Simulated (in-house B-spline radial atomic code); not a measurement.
# Sn in a hard spherical wall

Wanted: the cost of confining Sn, radius by radius. More than one configuration is followed.

Program: in-house B-spline radial atomic code version 1. Level of theory: scalar-relativistic (spin-free one-electron X2C) PBE, spherical fractional occupations, Fermi nucleus, basis-set limit. These are calculated values, not measurements, unless marked.

**1. What is computed**

```
element       : tin (Z = 50)
charge        : 0
electrons     : 50
configuration : [Kr] 4d10 5s2 5p2
Hamiltonian   : scalar-relativistic (X2C)
nucleus       : Fermi, rms radius 4.652 fm
```

Outer shells as boxes (Hund's rule):

[Kr] 4d10 5s2 5p2
```
[Kr] core
4d [↑↓][↑↓][↑↓][↑↓][↑↓]
5s [↑↓]
5p [↑ ][↑ ][  ]
```

The boxes only draw the filling; these runs are spin-restricted and spherical.

**2. The free system**

The run's settings:

```ini
Z = 50
electrons = 50.0
configuration = [Kr] 4d10 5s2 5p2
hamiltonian = x2c
method = pbe,pbe
spin_polarised = False
nucleus = fermi
rms_radius = 4.6519
mass_number = 120
atomic_mass = 119.902202557
speed_of_light = 137.035999084
```

From the run's result record (rounded, not every field):

```text
{
  "status": "converged",
  "scf [iteration, energy, orbital gradient]": [
    [1, -6174.45299732, 0.452],
    [2, -6174.2072742, 0.225],
    [3, -6176.11466161, 0.0159],
    [4, -6176.12077048, 0.00371],
    [5, -6176.1209236, 0.0018],
    [6, -6176.12104422, 0.00112],
    [7, -6176.12109093, 5.3e-05],
    [8, -6176.12109102, 2.2e-05],
    [9, -6176.12109105, 1.6e-06],
    [10, -6176.12109105, 2.96e-08]
  ],
  "energy [hartree]": {"total": -6176.12109105, "kinetic": 6504.00252546, "nuclear": -14994.863226, "coulomb": 2480.94956467, "xc": -166.209955224},
  "orbitals [hartree, bohr; first row names the columns]": [
    ["name", "occ", "eps", "<r>", "<r^2>", "<1/r>", "r_max"],
    ["1s", 2.0, -1064.2458, 0.028475, 0.0011079, 55.499, 0.018083],
    ["2s", 2.0, -160.67851, 0.12502, 0.018491, 12.582, 0.10601],
    ["2p", 6.0, -144.33274, 0.10932, 0.014605, 11.702, 0.084644],
    ["3s", 2.0, -31.014074, 0.33915, 0.13165, 4.4034, 0.30774],
    ["3p", 6.0, -25.660891, 0.33746, 0.13225, 4.1159, 0.301],
    ["3d", 10.0, -17.37716, 0.31466, 0.11754, 3.8655, 0.25109],
    ["4s", 2.0, -4.9149076, 0.81887, 0.759, 1.716, 0.74623],
    ["4p", 6.0, -3.2955189, 0.88583, 0.89707, 1.5426, 0.78872],
    ["4d", 10.0, -0.94919174, 1.0994, 1.4393, 1.2171, 0.88717],
    ["5s", 2.0, -0.3871936, 2.3981, 6.5768, 0.54032, 2.0152],
    ["5p", 2.0, -0.135834, 3.2505, 12.408, 0.39526, 2.5604]
  ],
  "sum_r [bohr^k]": {"-1": 305.2615, "1": 36.05657, "2": 61.62155}
}
```

It took 0.2 s on 1 thread, shared host.

**3. Wall at 9.46 bohr, configuration [Kr] 4d10 5s2 5p2**

Settings: those of step 2 with these lines changed.

```diff
@@ -11 +11,2 @@
 speed_of_light = 137.035999084
+wall_radius = 9.46
```

Result record:

```text
{
  "status": "converged",
  "scf [iteration, energy, orbital gradient]": [
    [1, -6174.50487958, 0.452],
    [2, -6174.2584182, 0.224],
    [3, -6176.11380517, 0.0154],
    [4, -6176.11948261, 0.00378],
    [5, -6176.11955413, 0.00194],
    [6, -6176.11966729, 0.00107],
    [7, -6176.11970894, 5.53e-05],
    [8, -6176.11970901, 6.9e-06],
    [9, -6176.11970901, 1.96e-06],
    [10, -6176.11970901, 2.96e-08]
  ],
  "energy [hartree]": {"total": -6176.11970901, "kinetic": 6504.01386095, "nuclear": -14995.0728049, "coulomb": 2481.15359072, "xc": -166.214355755},
  "orbitals [hartree, bohr; first row names the columns]": [
    ["name", "occ", "eps", "<r>"],
    ["1s", 2.0, -1064.2416, 0.028475],
    ["2s", 2.0, -160.67435, 0.12502],
    ["2p", 6.0, -144.32857, 0.10932],
    ["3s", 2.0, -31.009924, 0.33915],
    ["3p", 6.0, -25.656741, 0.33746],
    ["3d", 10.0, -17.373011, 0.31466],
    ["4s", 2.0, -4.9107798, 0.81887],
    ["4p", 6.0, -3.2913918, 0.88583],
    ["4d", 10.0, -0.94509485, 1.0995],
    ["5s", 2.0, -0.38384236, 2.4],
    ["5p", 2.0, -0.13243282, 3.2015]
  ],
  "sum_r [bohr^k]": {"-1": 305.2656, "1": 35.96335, "2": 60.56739},
  "energy_minus_base [hartree]": 0.00138203413
}
```

Run time: 0.08 s. Hardware: 1 thread, shared host.

energy_minus_base is the energy less that of the reference run.

**4. Wall at 3.92 bohr, configuration [Kr] 4d10 5s2 5p2**

Settings: those of step 3 with these lines changed.

```diff
@@ -11,2 +11,2 @@
 speed_of_light = 137.035999084
-wall_radius = 9.46
+wall_radius = 3.92
```

Result record:

```text
{
  "status": "converged",
  "scf [iteration, energy, orbital gradient]": [
    [1, -6174.40568308, 0.451],
    [2, -6174.36166884, 0.178],
    [3, -6175.50833455, 0.0113],
    [4, -6175.51289381, 0.00457],
    [5, -6175.51296899, 0.0023],
    [6, -6175.51303268, 0.000702],
    [7, -6175.51305163, 0.00012],
    [8, -6175.51305215, 5.68e-07],
    [9, -6175.51305215, 3.4e-08]
  ],
  "energy [hartree]": {"total": -6175.51305215, "kinetic": 6506.63470779, "nuclear": -15010.4463451, "coulomb": 2494.87647749, "xc": -166.577892324},
  "orbitals [hartree, bohr; first row names the columns]": [
    ["name", "occ", "eps", "<r>"],
    ["1s", 2.0, -1063.9395, 0.028476],
    ["2s", 2.0, -160.38351, 0.12502],
    ["2p", 6.0, -144.03672, 0.10932],
    ["3s", 2.0, -30.722857, 0.33916],
    ["3p", 6.0, -25.369627, 0.33749],
    ["3d", 10.0, -17.086014, 0.31469],
    ["4s", 2.0, -4.6331634, 0.81946],
    ["4p", 6.0, -3.0154117, 0.88742],
    ["4d", 10.0, -0.67898618, 1.11],
    ["5s", 2.0, -0.12320658, 2.0901],
    ["5p", 2.0, 0.22120988, 2.2532]
  ],
  "sum_r [bohr^k]": {"-1": 305.5736, "1": 33.56315, "2": 44.47362},
  "energy_minus_base [hartree]": 0.608038902
}
```

Run time: 0.07 s. Hardware: 1 thread, shared host.

**5. Wall at 2.65 bohr, configuration [Kr] 4d10 5s2 5p2**

Settings: those of step 4 with these lines changed.

```diff
@@ -11,2 +11,2 @@
 speed_of_light = 137.035999084
-wall_radius = 3.92
+wall_radius = 2.65
```

Result record:

```text
{
  "status": "converged",
  "scf [iteration, energy, orbital gradient]": [
    [1, -6171.37488689, 0.449],
    [2, -6171.61679969, 0.118],
    [3, -6171.91417454, 0.0158],
    [4, -6171.91567346, 0.00486],
    [5, -6171.91584812, 0.00175],
    [6, -6171.91586736, 6.3e-05],
    [7, -6171.91586737, 5.14e-06],
    [8, -6171.91586738, 1.74e-06],
    [9, -6171.91586738, 3.02e-08]
  ],
  "energy [hartree]": {"total": -6171.91586738, "kinetic": 6520.00535316, "nuclear": -15051.8537336, "coulomb": 2527.62255652, "xc": -167.690043445},
  "orbitals [hartree, bohr; first row names the columns]": [
    ["name", "occ", "eps", "<r>"],
    ["1s", 2.0, -1063.1338, 0.028476],
    ["2s", 2.0, -159.61647, 0.12503],
    ["2p", 6.0, -143.26545, 0.10933],
    ["3s", 2.0, -29.99493, 0.33933],
    ["3p", 6.0, -24.641435, 0.33771],
    ["3d", 10.0, -16.354859, 0.31501],
    ["4s", 2.0, -4.0086342, 0.82599],
    ["4p", 6.0, -2.4082185, 0.8973],
    ["4d", 10.0, -0.094439575, 1.0826],
    ["5s", 2.0, 0.83068392, 1.6172],
    ["5p", 2.0, 1.4276791, 1.6397]
  ],
  "sum_r [bohr^k]": {"-1": 306.4041, "1": 31.19364, "2": 34.55031},
  "energy_minus_base [hartree]": 4.20522367
}
```

Run time: 0.1 s. Hardware: 1 thread, shared host.

**6. Wall at 1.25 bohr, configuration [Kr] 4d10 5s2 5p2**

Settings: those of step 5 with these lines changed.

```diff
@@ -11,2 +11,2 @@
 speed_of_light = 137.035999084
-wall_radius = 2.65
+wall_radius = 1.25
```

Result record:

```text
{
  "status": "converged",
  "scf [iteration, energy, orbital gradient]": [
    [1, -6057.65792184, 0.422],
    [2, -6059.77469339, 0.154],
    [3, -6060.02941251, 0.0403],
    [4, -6060.051629, 0.0114],
    [5, -6060.05359481, 0.00575],
    [6, -6060.05393127, 0.000191],
    [7, -6060.05393162, 1.84e-06],
    [8, -6060.05393162, 7.37e-08]
  ],
  "energy [hartree]": {"total": -6060.05393162, "kinetic": 6858.53972847, "nuclear": -15611.4300453, "coulomb": 2874.53378837, "xc": -181.69740314},
  "orbitals [hartree, bohr; first row names the columns]": [
    ["name", "occ", "eps", "<r>"],
    ["1s", 2.0, -1052.2803, 0.028481],
    ["2s", 2.0, -149.65116, 0.12531],
    ["2p", 6.0, -133.16557, 0.10964],
    ["3s", 2.0, -21.811562, 0.34679],
    ["3p", 6.0, -16.453865, 0.34755],
    ["3d", 10.0, -8.0094765, 0.33027],
    ["4s", 2.0, 2.3905428, 0.72648],
    ["4p", 6.0, 4.3185768, 0.73432],
    ["4d", 10.0, 7.380698, 0.73438],
    ["5s", 2.0, 19.058645, 0.74187],
    ["5p", 2.0, 20.746917, 0.72805]
  ],
  "sum_r [bohr^k]": {"-1": 317.6287, "1": 23.18949, "2": 15.81557},
  "energy_minus_base [hartree]": 116.067159
}
```

Wall time 0.06 s (1 thread, shared host).

**7. Wall at 9.46 bohr, configuration [Kr] 4d10 4f1 5s1 5p2**

The run's settings:

```ini
Z = 50
electrons = 50.0
configuration = [Kr] 4d10 4f1 5s1 5p2
hamiltonian = x2c
method = pbe,pbe
spin_polarised = False
nucleus = fermi
rms_radius = 4.6519
mass_number = 120
atomic_mass = 119.902202557
speed_of_light = 137.035999084
wall_radius = 9.46
```

Result record:

```text
{
  "status": "converged",
  "scf [iteration, energy, orbital gradient]": [
    [1, -6173.71829542, 0.452],
    [2, -6173.58146382, 0.229],
    [3, -6175.5030726, 0.0116],
    [4, -6175.50575765, 0.0031],
    [5, -6175.50594008, 0.00106],
    [6, -6175.50596259, 0.000524],
    [7, -6175.50597304, 5.58e-05],
    [8, -6175.50597317, 6.38e-06],
    [9, -6175.50597318, 2.48e-06],
    [10, -6175.50597318, 7.04e-08]
  ],
  "energy [hartree]": {"total": -6175.50597318, "kinetic": 6503.62891804, "nuclear": -14985.1833687, "coulomb": 2472.07975659, "xc": -166.031279098},
  "orbitals [hartree, bohr; first row names the columns]": [
    ["name", "occ", "eps", "<r>"],
    ["1s", 2.0, -1064.4328, 0.028475],
    ["2s", 2.0, -160.86191, 0.12502],
    ["2p", 6.0, -144.51625, 0.10932],
    ["3s", 2.0, -31.19755, 0.33914],
    ["3p", 6.0, -25.844353, 0.33746],
    ["3d", 10.0, -17.560478, 0.31465],
    ["4s", 2.0, -5.0975343, 0.81878],
    ["4p", 6.0, -3.4778634, 0.88541],
    ["4d", 10.0, -1.1279145, 1.0924],
    ["4f", 1.0, 0.13958405, 5.919],
    ["5s", 1.0, -0.51737783, 2.2943],
    ["5p", 2.0, -0.23741555, 2.924]
  ],
  "sum_r [bohr^k]": {"-1": 305.067, "1": 38.74817, "2": 86.09153},
  "energy_minus_base [hartree]": 0.615117868
}
```

Wall time 0.1 s (1 thread, shared host).

**8. Wall at 3.92 bohr, configuration [Kr] 4d10 4f1 5s1 5p2**

Settings: those of step 7 with these lines changed.

```diff
@@ -11,2 +11,2 @@
 speed_of_light = 137.035999084
-wall_radius = 9.46
+wall_radius = 3.92
```

Result record:

```text
{
  "status": "converged",
  "scf [iteration, energy, orbital gradient]": [
    [1, -6173.23436135, 0.452],
    [2, -6173.10854036, 0.185],
    [3, -6174.37094982, 0.0157],
    [4, -6174.3804468, 0.00546],
    [5, -6174.38050107, 0.00311],
    [6, -6174.38068936, 0.00102],
    [7, -6174.38072947, 0.000124],
    [8, -6174.38073004, 5.78e-07],
    [9, -6174.38073004, 1.01e-07]
  ],
  "energy [hartree]": {"total": -6174.38073004, "kinetic": 6506.18273871, "nuclear": -15007.3258119, "coulomb": 2493.29257882, "xc": -166.530235631},
  "orbitals [hartree, bohr; first row names the columns]": [
    ["name", "occ", "eps", "<r>"],
    ["1s", 2.0, -1063.9924, 0.028476],
    ["2s", 2.0, -160.42717, 0.12502],
    ["2p", 6.0, -144.08127, 0.10932],
    ["3s", 2.0, -30.757851, 0.33913],
    ["3p", 6.0, -25.404709, 0.33745],
    ["3d", 10.0, -17.121764, 0.31463],
    ["4s", 2.0, -4.657218, 0.81931],
    ["4p", 6.0, -3.0391628, 0.88712],
    ["4d", 10.0, -0.70119439, 1.108],
    ["4f", 1.0, 0.99464828, 2.2624],
    ["5s", 1.0, -0.13756218, 2.0887],
    ["5p", 2.0, 0.20732888, 2.2526]
  ],
  "sum_r [bohr^k]": {"-1": 305.5099, "1": 33.70957, "2": 45.21006},
  "energy_minus_base [hartree]": 1.74036101
}
```

Run time: 0.09 s. Hardware: 1 thread, shared host.

[end of part 1 of 2]
